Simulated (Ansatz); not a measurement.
**CH9B2NSi: one species, many methods**

How much do the methods differ for CH9B2NSi? The plan is to run it at one geometry with functionals of several rungs and with coupled cluster, and see how far each lands from CCSD(T) at the basis-set limit for the atomisation energy.

Method: functionals in def2-TZVPP, the program's frozen cores in correlated methods; program: Ansatz 0.2.0, Gaussian basis.

Levels to be run: PBE-D4, r2SCAN-D4, PBE0-D4, B3LYP-D4, ωB97X-V, ωB97M-V, B2PLYP; CCSD(T)/def2-TZVPP; MP2/def2-QZVPP; extrapolation to the limit.

### 1 Structure used throughout

All runs share one geometry, relaxed beforehand with PBE0-D4 in a triple-zeta def2 set.

14 atoms, charge 0, spin multiplicity 1.

Atoms are counted from 1 here; the program's logs count them from 0.

Bond lengths: B1–Si2 1.990 Å, B1–H6 1.195 Å, B1–H7 1.204 Å, B1–H11 1.355 Å, Si2–B4 2.033 Å, Si2–H8 1.481 Å, Si2–H9 1.480 Å, C3–B4 1.497 Å, C3–N5 1.336 Å, C3–H10 1.087 Å, B4–H11 1.309 Å, B4–H12 1.192 Å, N5–H13 1.007 Å, N5–H14 1.004 Å. Angles: Si2–B1–H6 117.3°, Si2–B1–H7 113.1°, Si2–B1–H11 105.3°, H6–B1–H7 118.1°, H6–B1–H11 100.3°, H7–B1–H11 98.8°, B1–Si2–B4 57.1°, B1–Si2–H8 124.2°, B1–Si2–H9 119.4°, B4–Si2–H8 114.0°, B4–Si2–H9 118.2°, H8–Si2–H9 112.1°, B4–C3–N5 126.3°, B4–C3–H10 119.6°, N5–C3–H10 114.1°, Si2–B4–C3 92.3°, Si2–B4–H11 104.9°, Si2–B4–H12 108.3° and more.

### 2 PBE-D4 (GGA)

in.yaml reads:

```yaml
crystal:
  periodic: [false, false, false]
  atoms:
    - {symbol: B, position_ang: [-1.240779, 0.923401, -0.508377]}
    - {symbol: Si, position_ang: [-0.771451, 0.253394, 1.305238]}
    - {symbol: C, position_ang: [1.000251, -0.911240, -0.152979]}
    - {symbol: B, position_ang: [-0.477311, -0.838272, -0.384099]}
    - {symbol: N, position_ang: [1.896199, 0.029516, -0.463221]}
    - {symbol: H, position_ang: [-2.401544, 0.984839, -0.787629]}
    - {symbol: H, position_ang: [-0.519332, 1.810580, -0.885063]}
    - {symbol: H, position_ang: [-1.742070, -0.345848, 2.249023]}
    - {symbol: H, position_ang: [0.415185, 0.801947, 1.999019]}
    - {symbol: H, position_ang: [1.426628, -1.790007, 0.323969]}
    - {symbol: H, position_ang: [-0.837809, -0.047691, -1.363684]}
    - {symbol: H, position_ang: [-1.172865, -1.805174, -0.330735]}
    - {symbol: H, position_ang: [1.582886, 0.891002, -0.881163]}
    - {symbol: H, position_ang: [2.829013, 0.014452, -0.091701]}
basis:
  gaussian: {orbitals: def2-TZVPP}
hamiltonian: {xc: pbe, dispersion: d4}
output: {forces: true, orbitals: {seedname: orbitals}}
```

The run is started by

```
$ ansatz run in.yaml --threads 4 --pin off --events-out ev --progress --plain --max-ram 10444MiB
```

After this run come: r2SCAN-D4 (meta-GGA); PBE0-D4 (hybrid); B3LYP-D4 (hybrid); ωB97X-V (range-separated); ωB97M-V (range-separated); B2PLYP (double hybrid); CCSD(T) in def2-TZVPP; MP2 in def2-QZVPP.

**Question.** What will the summary of the whole plan be? Wanted: atomisation energy, CCSD(T)/CBS; farthest; mean size of error, hybrid; mean size of error, range-separated; gap, smallest and largest; T1 diagnostic; triples share of the correlation energy.

As calculated:

| quantity | value |
| --- | --- |
| atomisation energy, CCSD(T)/CBS | 4783.3 kJ/mol |
| functionals within 23.9 kJ/mol (0.5 %) | B2PLYP |
| farthest | PBE-D4 (+137.8 kJ/mol) |
| mean size of error, hybrid | 59.4 kJ/mol |
| mean size of error, range-separated | 42.5 kJ/mol |
| gap, smallest and largest | 3.23 eV (PBE-D4), 8.91 eV (ωB97X-V) |
| T1 diagnostic | 0.0148 |
| triples share of the correlation energy | 4.4 % |

What this shows: PBE-D4 is off by +137.8 kJ/mol. Double hybrids carry the basis error of their MP2 part in triple zeta, and no dispersion term here, so their miss is partly the set-up's. The reference freezes the cores and leaves out relativity and excitations past (T), so misses under about 23.9 kJ/mol can't be ranked. Hartree-Fock recovers 73 % of the binding; the rest is correlation. Orbital gaps span 3.2 to 8.9 eV; exact exchange widens them.
